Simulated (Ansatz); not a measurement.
**C₂H₅BO₂: small, medium and large basis sets**

How large a basis does C₂H₅BO₂ need? Two functionals are run in growing sets.

Method: one geometry, several basis sets; program: Ansatz 0.2.0, Gaussian basis.

Levels to be run: PBE0-D4/def2-SVP; ωB97M-V/def2-SVP; PBE0-D4/def2-QZVPP; ωB97M-V/def2-QZVPP; the functionals' def2-TZVPP values are taken from earlier runs.

**1. The relaxed structure**

The geometry comes from an earlier relaxation with PBE0-D4 in a triple-zeta def2 set; it is a stationary point, not always the lowest conformer.

SMILES `CC1OB1O`, 10 atoms, charge 0, spin multiplicity 1.

Atoms are counted from 1 here; the program's logs count them from 0.

Bond lengths: C1–C2 1.497 Å, C1–H6 1.091 Å, C1–H7 1.094 Å, C1–H8 1.094 Å, C2–O3 1.521 Å, C2–B4 1.510 Å, C2–H9 1.089 Å, O3–B4 1.335 Å, B4–O5 1.343 Å, O5–H10 0.959 Å. Angles: C2–C1–H6 111.8°, C2–C1–H7 111.3°, C2–C1–H8 109.5°, H6–C1–H7 108.4°, H6–C1–H8 108.0°, H7–C1–H8 107.7°, C1–C2–O3 114.5°, C1–C2–B4 125.5°, C1–C2–H9 114.2°, O3–C2–B4 52.2°, O3–C2–H9 110.1°, B4–C2–H9 119.9°, C2–O3–B4 63.5°, C2–B4–O3 64.3°, C2–B4–O5 159.4°, O3–B4–O5 136.2°, B4–O5–H10 113.5°.

**2. PBE0-D4 in def2-SVP**

in.yaml

```yaml
crystal:
  periodic: [false, false, false]
  atoms:
    - {symbol: C, position_ang: [-1.037336, -0.883873, 0.320365]}
    - {symbol: C, position_ang: [0.281428, -0.199573, 0.502699]}
    - {symbol: O, position_ang: [1.338152, -0.584686, -0.521332]}
    - {symbol: B, position_ang: [0.953217, 0.693095, -0.513734]}
    - {symbol: O, position_ang: [1.247116, 1.798678, -1.216612]}
    - {symbol: H, position_ang: [-1.399145, -0.799008, -0.705897]}
    - {symbol: H, position_ang: [-0.972727, -1.945244, 0.576541]}
    - {symbol: H, position_ang: [-1.780535, -0.426430, 0.979844]}
    - {symbol: H, position_ang: [0.690415, -0.278841, 1.509347]}
    - {symbol: H, position_ang: [0.762716, 2.574680, -0.928221]}
basis:
  gaussian: {orbitals: def2-SVP}
hamiltonian: {xc: pbe0, dispersion: d4}
output: {orbitals: {seedname: orbitals}}
```

Launch:

```console
$ ansatz run in.yaml --threads 2 --pin off --events-out ev --progress --plain --max-ram 4352MiB
```

Further steps of the session: ωB97M-V in def2-SVP; PBE0-D4 in def2-QZVPP; ωB97M-V in def2-QZVPP.

Q: Predict the results of all the runs planned. Wanted: PBE0-D4: double and triple zeta above quadruple; ωB97M-V: double and triple zeta above quadruple.

**Answer**, as computed:

| quantity | value |
| --- | --- |
| PBE0-D4: double and triple zeta above quadruple | 8.38, 0.39 eV |
| ωB97M-V: double and triple zeta above quadruple | 8.61, 0.37 eV |

For PBE0-D4 the step from double to triple zeta gains 7.98 eV and the next only 0.39 eV. These are total energies; as a rule much of such shifts cancels in differences, which this series doesn't test. The LUMO of ωB97M-V is positive and keeps falling with the basis (2.87 to 1.19 eV): an unbound level that the basis holds in place.
